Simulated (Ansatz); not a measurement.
# C₄H₄F₆O: up Jacob's ladder to CCSD(T)

An exercise on one series of results from a longer session: the logs are not shown, and one member is left open.

Program: Ansatz 0.2.0, Gaussian basis. Level of theory: functionals in def2-TZVPP, the program's frozen cores in correlated methods. These are calculated values, not measurements.

Plan: LDA (SPW92), PBE-D4, revPBE-D4, BLYP-D4, r2SCAN-D4, B97M-V, PBE0-D4, B3LYP-D4, r2SCANh-D4, r2SCAN0-D4, HSE06-D4, BHLYP-D4, CAM-B3LYP-D4, LC-ωPBE, ωB97X-V, ωB97M-V, B2PLYP, PBE-QIDH; CCSD(T)/def2-SVP; CCSD(T)/def2-TZVPP; MP2/def2-QZVPP; extrapolation to the limit; RPA on PBE.

### Structure used throughout

The geometry comes from an earlier relaxation with PBE0-D4 in a triple-zeta def2 set; it is a stationary point, not always the lowest conformer.

SMILES `FCC(F)(F)OCC(F)(F)F`, 15 atoms, charge 0, spin multiplicity 1.

Atoms are counted from 1 here; the program's logs count them from 0.

Bond lengths: F1–C2 1.364 Å, C2–C3 1.515 Å, C2–H12 1.092 Å, C2–H13 1.092 Å, C3–F4 1.354 Å, C3–F5 1.354 Å, C3–O6 1.355 Å, O6–C7 1.412 Å, C7–C8 1.511 Å, C7–H14 1.092 Å, C7–H15 1.092 Å, C8–F9 1.333 Å, C8–F10 1.333 Å, C8–F11 1.337 Å. Angles: F1–C2–C3 109.7°, F1–C2–H12 109.7°, F1–C2–H13 109.7°, C3–C2–H12 108.7°, C3–C2–H13 108.7°, H12–C2–H13 110.3°, C2–C3–F4 110.8°, C2–C3–F5 110.8°, C2–C3–O6 107.8°, F4–C3–F5 105.4°, F4–C3–O6 111.0°, F5–C3–O6 111.0°, C3–O6–C7 115.9°, O6–C7–C8 107.2°, O6–C7–H14 111.5°, O6–C7–H15 111.4°, C8–C7–H14 108.3°, C8–C7–H15 108.3° and more.

Set-up of the first run:

in.yaml reads:

```yaml
crystal:
  periodic: [false, false, false]
  atoms:
    - {symbol: F, position_ang: [-1.865296, 2.381704, 1.791166]}
    - {symbol: C, position_ang: [-1.333063, 1.136378, 1.624620]}
    - {symbol: C, position_ang: [-0.562168, 1.081575, 0.322031]}
    - {symbol: F, position_ang: [-1.364529, 1.386738, -0.725550]}
    - {symbol: F, position_ang: [0.421649, 2.012290, 0.305082]}
    - {symbol: O, position_ang: [-0.052106, -0.167117, 0.196061]}
    - {symbol: C, position_ang: [0.707175, -0.407939, -0.969781]}
    - {symbol: C, position_ang: [1.163308, -1.847118, -0.917935]}
    - {symbol: F, position_ang: [0.135579, -2.695483, -0.890508]}
    - {symbol: F, position_ang: [1.921917, -2.091919, 0.150428]}
    - {symbol: F, position_ang: [1.889060, -2.112048, -2.009715]}
    - {symbol: H, position_ang: [-2.134130, 0.395025, 1.589197]}
    - {symbol: H, position_ang: [-0.648675, 0.915249, 2.446369]}
    - {symbol: H, position_ang: [0.107999, -0.269875, -1.872465]}
    - {symbol: H, position_ang: [1.591580, 0.231741, -1.009601]}
basis:
  gaussian: {orbitals: def2-TZVPP}
hamiltonian: {xc: lda}
output: {orbitals: {seedname: orbitals}}
```

The run is started by

```
$ ansatz run in.yaml --threads 4 --pin off --events-out ev --progress --plain --max-ram 66560MiB --backend cuda --devices 0, --max-vram 37GiB
```

Among the steps run: LDA; PBE-D4 (GGA); revPBE-D4 (GGA); BLYP-D4 (GGA); r2SCAN-D4 (meta-GGA); B97M-V (meta-GGA); B3LYP-D4 (hybrid); r2SCANh-D4 (hybrid); r2SCAN0-D4 (hybrid); HSE06-D4 (hybrid); BHLYP-D4 (hybrid); CAM-B3LYP-D4 (range-separated); LC-ωPBE (range-separated); ωB97X-V (range-separated); ωB97M-V (range-separated); B2PLYP (double hybrid); PBE-QIDH (double hybrid).

One table of the session follows, with a row left open; its other results are not shown here.

It belongs to the step «Orbital energies across the functionals». 

| functional | HOMO (eV) | LUMO (eV) | gap (eV) |
| --- | --- | --- | --- |
| LDA (SPW92) | -8.19 | -0.20 | 7.99 |
| PBE-D4 | -7.99 | 0.11 | 8.11 |
| revPBE-D4 | -7.91 | 0.25 | 8.16 |
| BLYP-D4 | -7.94 | 0.18 | 8.12 |
| r2SCAN-D4 | -8.43 | 0.55 | 8.99 |
| B97M-V | -8.58 | 0.48 | 9.06 |
| PBE0-D4 | -9.80 | 1.18 | 10.98 |
| B3LYP-D4 | -9.56 | 0.82 | 10.38 |
| r2SCANh-D4 | -9.10 | 0.96 | 10.06 |
| r2SCAN0-D4 | -10.11 | 1.54 | 11.65 |
| HSE06-D4 | -9.39 | 0.81 | 10.19 |
| BHLYP-D4 | -11.59 | 1.85 | 13.44 |
| CAM-B3LYP-D4 | -11.35 | 1.99 | 13.34 |
| LC-ωPBE | -12.66 | 3.38 | 16.04 |
| ωB97X-V | -12.34 | 3.17 | 15.50 |
| ωB97M-V | ? | ? | ? |

**Question.** Estimate the row for ωB97M-V.

**Answer.** HOMO (eV): -12.26; LUMO (eV): 2.72; gap (eV): 14.97. In the column «HOMO (eV)» it lies between ωB97X-V (-12.34) and BHLYP-D4 (-11.59).
